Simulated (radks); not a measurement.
**Nuclear size and the levels of Nb⁸⁺**

The task here is to estimate one member of a computed series from the others.

The numbers are computed with radks (a radial shooting solver on a logarithmic mesh, Libxc functionals) version 1 (Dirac Kohn-Sham, LDA (Slater exchange, Perdew-Wang correlation), spin-unpolarised, spherical densities, finite nucleus; open shells are shared between the two j in proportion to 2j + 1), except any that are marked as measured or tabulated.

## Starting point

| Property | Result |
| --- | --- |
| element | niobium (Z = 41) |
| charge | +8 |
| electrons | 33 |
| configuration | [Ar] 3d10 4s2 4p3 |
| nuclear rms radius | 4.324 fm |

Outer shells as boxes (Hund's rule):

Nb⁸⁺
```
[Ar] core
3d [↑↓][↑↓][↑↓][↑↓][↑↓]
4s [↑↓]
4p [↑ ][↑ ][↑ ]
```

The first run:

Settings of this run:

```text
Z 41
configuration [Ar] 3d10 4s2 4p3 5s0 4d0
relativity Dirac
functional lda,pw
spin unpolarised
j_filling average
nucleus finite rms 4.324 fm
c 137.035999084
```

Among the steps run: rms radius 4.324 fm.

One table of the session follows, with a row left open; its other results are not shown here.

It belongs to the step «rms radius 4.324 fm». Radial moments (bohr):

```
level     <r>  outermost maximum (interpolated)  90 % within  nodes
3d3/2  0.4274                             0.331        0.685      0
3d5/2  0.4308                             0.334        0.689      0
4s1/2   1.070                             0.992         1.53      3
4p1/2   1.132                              1.04         1.64      2
4p3/2       ?                                 ?            ?      ?
4d3/2   1.311                              1.19         1.93      1
4d5/2   1.316                              1.19         1.94      1
5s1/2   2.086                              2.05         2.92      4
```

Q: Estimate the row for 4p3/2 from the others.

The run gave: <r>: 1.151; outermost maximum (interpolated): 1.06; 90 % within: 1.66; nodes: 2. In the column «<r>» it lies between 4p1/2 (1.132) and 4d3/2 (1.311).
